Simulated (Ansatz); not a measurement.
# Si2Ge: the cost of one run

Program: Ansatz 0.2.0. Level of theory: DFT PBE, scalar-relativistic, plane waves, PAW. These are calculated values, not measurements.

### Step 1. Starting point

Symmetry: C2/m, No. 12, monoclinic system. The conventional cell has a = 5.688 Å, b = 4.931 Å, c = 7.337 Å, α = 90.00°, β = 105.09°, γ = 90.00°. Si (site symmetry m) is surrounded by 4 Ge at 2.55 to 2.68 Å and 2 Si at 2.60 to 2.68 Å. Around Si (site symmetry m) lie 4 Si at 2.55 to 2.68 Å and 2 Ge at 2.60 to 2.68 Å. Ge (site symmetry m) has 6 Si at 2.55 to 2.68 Å as nearest neighbours.

Structure file:

```cif
data_structure
_symmetry_space_group_name_H-M 'C2/m'
_symmetry_Int_Tables_number 12
_cell_length_a 5.6879
_cell_length_b 4.9312
_cell_length_c 7.3375
_cell_angle_alpha 90.000
_cell_angle_beta 105.091
_cell_angle_gamma 90.000
_cell_volume 198.71
loop_
_atom_site_label
_atom_site_type_symbol
_atom_site_symmetry_multiplicity
_atom_site_Wyckoff_symbol
_atom_site_fract_x
_atom_site_fract_y
_atom_site_fract_z
_atom_site_occupancy
Si1 Si 4 i 0.87500 0.50000 0.62500 1
Si2 Si 4 i 0.20833 0.50000 0.95833 1
Ge1 Ge 4 i 0.54167 0.50000 0.29167 1
```

The start is an ordering of an alloy on its end members' structure types: elements ordered on the sites of the Sr type, Si/Ge on Sr (C2/m, No. 12).

### Step 2. A first look at the guess

The input, input.yaml:

```yaml
crystal:
  lattice:
    - [2.8439481, -2.46561528, 0.0]
    - [2.8439481, 2.46561528, 0.0]
    - [-1.91037196, 0.0, 7.08440598]
  atoms:
    - { symbol: Si, position: [0.375, 0.375, 0.625] }
    - { symbol: Si, position: [0.70833333, 0.70833333, 0.95833333] }
    - { symbol: Si, position: [0.29166667, 0.29166667, 0.04166667] }
    - { symbol: Si, position: [0.625, 0.625, 0.375] }
    - { symbol: Ge, position: [0.04166667, 0.04166667, 0.29166667] }
    - { symbol: Ge, position: [0.95833333, 0.95833333, 0.70833333] }
basis:
  ecutwfc: 420
kpoints:
  mp_grid: { grid: [6, 6, 4] }
hamiltonian:
  xc: pbe
scf:
  occupations: { method: gaussian, width: 0.1 }
  lower_state_search: "off"
output:
  forces: true
  stress: true
  eigenvalues: true
```

Launch:

```
ansatz run input.yaml --threads 1 --pin off --max-ram 2560MiB --backend cpu --events-out ev --progress --plain --runs-dir out
```

Q: Estimate wall time and peak memory on 1 thread of Arm Neoverse V2, shared host.

About 7.1 s, with a peak of 0.39 GiB.
